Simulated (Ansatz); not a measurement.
# Ge: the cost of one run

Computed with Ansatz 0.2.0 (DFT r2SCAN, scalar-relativistic, plane waves, PAW, unless a step's input says otherwise).

### 1 The system as given

Symmetry: Fd-3m, No. 227, cubic system. Conventional cell: a = 5.658 Å, b = 5.658 Å, c = 5.658 Å, α = 90.00°, β = 90.00°, γ = 90.00°. Ge (site symmetry -43m) has 4 Ge at 2.45 Å in its first shell of neighbours.

Structure file:

```
Ge
1.0
     0.00000    2.82877    2.82877
     2.82877    0.00000    2.82877
     2.82877    2.82877    0.00000
Ge
2
Direct
  0.50000 0.50000 0.50000
  0.75000 0.75000 0.75000
```

No relaxation comes first: the listed cell is the starting point.

### 2 Zero of energy

The reference gives a free energy of -8605.8109 eV, pressure 0.66 GPa, largest force 0.000 eV/Å and gap on the mesh 0.44 eV. It was computed beforehand with the settings of the runs below.

### 3 The scan: a strain scan

The cell is strained by ε times the Voigt pattern (1, -1, 0, 0, 0, 0) (xx, yy, zz, yz, xz, xy; engineering shear), with fractional coordinates fixed (clamped ions). The stress on the pattern is the sum of the stress components weighted by it, tension positive.

### 4 At ε = -0.0200

The input, input.yaml:

```yaml
crystal:
  lattice:
    - [0.0, 2.8853454, 2.82877]
    - [2.7721946, 0.0, 2.82877]
    - [2.7721946, 2.8853454, 0.0]
  atoms:
    - { symbol: Ge, position: [0.5, 0.5, 0.5] }
    - { symbol: Ge, position: [0.75, 0.75, 0.75] }
basis:
  ecutwfc: 500
kpoints:
  mp_grid: { grid: [10, 10, 10] }
hamiltonian:
  xc: r2scan
scf:
  occupations: { method: gaussian, width: 0.05 }
output:
  forces: true
  stress: true
  eigenvalues: true
```

Command:

```sh
$ ansatz run input.yaml --threads 1 --pin off --max-ram 2560MiB --backend cpu --events-out ev --progress --plain --runs-dir out
```

**Question.** How long does this run take on 1 thread of Intel Xeon 6975P-C (Granite Rapids), shared host, and how much memory does it need?

About 6.7 s, with a peak of 0.56 GiB.
